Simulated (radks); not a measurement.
**Ni in [Ar] 3d8 4d2: an all-electron calculation**

The task here is to estimate one member of a computed series from the others.

The numbers are computed with radks (a radial shooting solver on a logarithmic mesh, Libxc functionals) version 1 (Dirac Kohn-Sham, PBEsol, spin-unpolarised, spherical densities, point nucleus; open shells fill j = l - 1/2 first), except any that are marked as measured or tabulated.

## The atom as given

* element: nickel (Z = 28)
* charge: 0
* electrons: 28
* configuration: [Ar] 3d8 4d2

Set-up of the first run:

Input:

```text
Z 28
configuration [Ar] 3d8 4d2 4s0 4p0
relativity Dirac
functional pbe_sol,pbe_sol
spin unpolarised
j_filling energy
nucleus point
c 137.035999084
```

Run with:

```console
$ python run_ks.py task.json out
```

The same process makes all the runs of this session.

One table of the session follows, with a row left open; its other results are not shown here.

It belongs to the step «Shells». Radial moments (bohr):

```
level      <r>  outermost maximum (interpolated)  90 % within  nodes
1s1/2  0.05412                            0.0354       0.0967      0
2s1/2   0.2449                             0.205        0.380      1
2p1/2   0.2132                             0.163        0.350      0
2p3/2        ?                                 ?            ?      ?
3s1/2   0.7414                             0.640         1.11      2
3p1/2   0.7730                             0.643         1.19      1
3p3/2   0.7831                             0.650         1.21      1
3d3/2   0.9690                             0.629         1.68      0
3d5/2   0.9749                             0.631         1.69      0
4s1/2    2.443                              2.04         3.68      3
4p1/2    3.162                              2.51         4.88      2
4p3/2    3.202                              2.54         4.94      2
4d3/2    6.695                              5.65         10.2      1
4d5/2    6.707                              5.66         10.2      1
```

**Question.** Estimate the row for 2p3/2.

The run gave: <r>: 0.2164; outermost maximum (interpolated): 0.166; 90 % within: 0.354; nodes: 0. In the column «<r>» it lies between 2p1/2 (0.2132) and 2s1/2 (0.2449).
